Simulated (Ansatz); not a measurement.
Here is an Ansatz input file for C2H7AlO, SMILES OC[CH2][AlH2]. Write the same calculation for the Python package.

```yaml
crystal:
  periodic: [false, false, false]
  atoms:
    - { symbol: O, position_ang: [-1.2558, 1.0325, -0.5145] }
    - { symbol: C, position_ang: [-0.2018, 1.0236, 0.3311] }
    - { symbol: C, position_ang: [0.0435, -0.4138, 0.7356] }
    - { symbol: Al, position_ang: [0.7303, -1.5499, -0.7952] }
    - { symbol: H, position_ang: [-1.4208, 2.0262, -0.7827] }
    - { symbol: H, position_ang: [-0.4087, 1.6444, 1.2424] }
    - { symbol: H, position_ang: [0.726, 1.4527, -0.1685] }
    - { symbol: H, position_ang: [-0.7981, -0.84, 1.1956] }
    - { symbol: H, position_ang: [0.8931, -0.4132, 1.548] }
    - { symbol: H, position_ang: [1.9688, -1.1748, -1.5953] }
    - { symbol: H, position_ang: [-0.2112, -2.8447, -1.1759] }
basis:
  gaussian:
    orbitals: "6-31G*"
hamiltonian:
  xc: b3lyp
output:
  orbitals: {}
  forces: true
```

The script, `energy_c2h7alo.py`:
```python
"""Single point of C2H7AlO."""

from pathlib import Path

import ansatz as az
from ase import Atoms
import numpy as np
import pandas as pd


def main() -> None:
    atoms = Atoms(["O", "C", "C", "Al", "H", "H", "H", "H", "H", "H", "H"], positions=[
        (-1.2558, 1.0325, -0.5145),
        (-0.2018, 1.0236, 0.3311),
        (0.0435, -0.4138, 0.7356),
        (0.7303, -1.5499, -0.7952),
        (-1.4208, 2.0262, -0.7827),
        (-0.4087, 1.6444, 1.2424),
        (0.726, 1.4527, -0.1685),
        (-0.7981, -0.84, 1.1956),
        (0.8931, -0.4132, 1.548),
        (1.9688, -1.1748, -1.5953),
        (-0.2112, -2.8447, -1.1759),
    ])
    c2h7alo = az.Crystal.molecule_from_ase(atoms)

    job = (
        c2h7alo.calculation()
        .basis(gaussian="6-31G*")
        .functional("b3lyp")
        .forces()
        .orbitals()
    )
    result = job.run(threads=1, runs_dir="out")
    data = result.report

    for key in ("converged", "free_energy_ev", "reference_energy_ev", "n_frozen", "n_occupied", "n_virtual"):
        print(f"{key:22s} {data[key]}")

    field = data["mean_field"]
    print("<S^2> =", round(abs(field["state"]["spin_squared"]), 4), " all-electron relativity setting:", field["relativity"])
    print("passes:", field["passes"])
    if "symmetry" in field:
        print("occupied orbitals by irrep:", field["symmetry"]["occupied"])

    symbols = [site.symbol for site in c2h7alo.cartesian_sites]
    forces = np.array(data["forces_ev_ang"])
    print("largest force", round(float(np.linalg.norm(forces, axis=1).max()), 4), "eV/A, rms", round(float(np.sqrt((forces ** 2).mean())), 4))

    charges = data["charge_distribution"]
    table = pd.DataFrame({"atom": symbols, "mulliken": charges["mulliken_charges_e"], "lowdin": charges["lowdin_charges_e"]})
    print(table.round(3).to_string())
    print("dipole (e A):", np.round(charges["dipole_moment_e_ang"], 4) + 0.0)

    lines = Path(data["orbitals_path"]).read_text().splitlines()
    field_of = lambda key: [line.split("=")[1].strip() for line in lines if line.startswith(key)]
    orbitals = [(27.211386 * float(e), s, float(n)) for e, s, n in zip(field_of("Ene="), field_of("Spin="), field_of("Occup="))]
    homo = max(e for e, _, n in orbitals if n > 0.5)
    lumo = min(e for e, _, n in orbitals if n < 0.5)
    for e, spin, n in sorted(orbitals):
        if homo - 6 < e < lumo + 5:
            print(f"{spin:6s} {e:10.3f} eV  occupation {n:.0f}")


if __name__ == "__main__":
    main()
```

```console
$ python energy_c2h7alo.py
converged              True
free_energy_ev         -10831.001023795568
reference_energy_ev    -10831.001023795568
n_frozen               0
n_occupied             [20, 20]
n_virtual              [58, 58]
<S^2> = 0.0  all-electron relativity setting: none
passes: {'evaluations': 15, 'products': 12}
occupied orbitals by irrep: [{'A': 20}, {'A': 20}]
largest force 4.6916 eV/A, rms 1.4119
   atom  mulliken  lowdin
0     O    -0.571  -0.250
1     C    -0.018  -0.192
2     C    -0.506  -0.367
3    Al     0.430   0.235
4     H     0.382   0.304
5     H     0.106   0.080
6     H     0.105   0.098
7     H     0.174   0.139
8     H     0.117   0.139
9     H    -0.093  -0.082
10    H    -0.127  -0.105
dipole (e A): [0.145  0.374  0.1359]
Alpha     -12.609 eV  occupation 2
Alpha     -11.101 eV  occupation 2
Alpha     -10.662 eV  occupation 2
Alpha     -10.014 eV  occupation 2
Alpha      -8.956 eV  occupation 2
Alpha      -8.053 eV  occupation 2
Alpha      -7.553 eV  occupation 2
Alpha      -6.772 eV  occupation 2
Alpha      -1.337 eV  occupation 0
Alpha       0.929 eV  occupation 0
Alpha       1.564 eV  occupation 0
Alpha       1.951 eV  occupation 0
Alpha       2.480 eV  occupation 0
Alpha       3.303 eV  occupation 0
```

Caveats:
- Total energies depend on the basis set; only differences at equal settings carry meaning.
- The geometry is a force-field or estimated start, not a minimum of this method, and the basis set is short of its limit.
- The Löwdin charges here are taken after orthogonalising the functions within each atom; they differ from plain Löwdin charges, and their signs can be unphysical.
- Alpha marks a spatial orbital of a restricted run, filled by both spins.
- b3lyp holds the VWN-RPA fit, as in Gaussian; the form of ORCA and Turbomole is b3lyp5.
- Levels such as HOMO and LUMO are orbital energies: with these approximate functionals they aren't the ionisation energy and electron affinity, and their gap isn't the fundamental gap.
- Run time: 4.1 s on 1 thread of Arm Neoverse V1, with other jobs on the host, peak memory 0.26 GiB.

(A comment or docstring line of the script was reworded after the run, the code is as it ran; lines on the test bed's own set-up are left out of the output.)
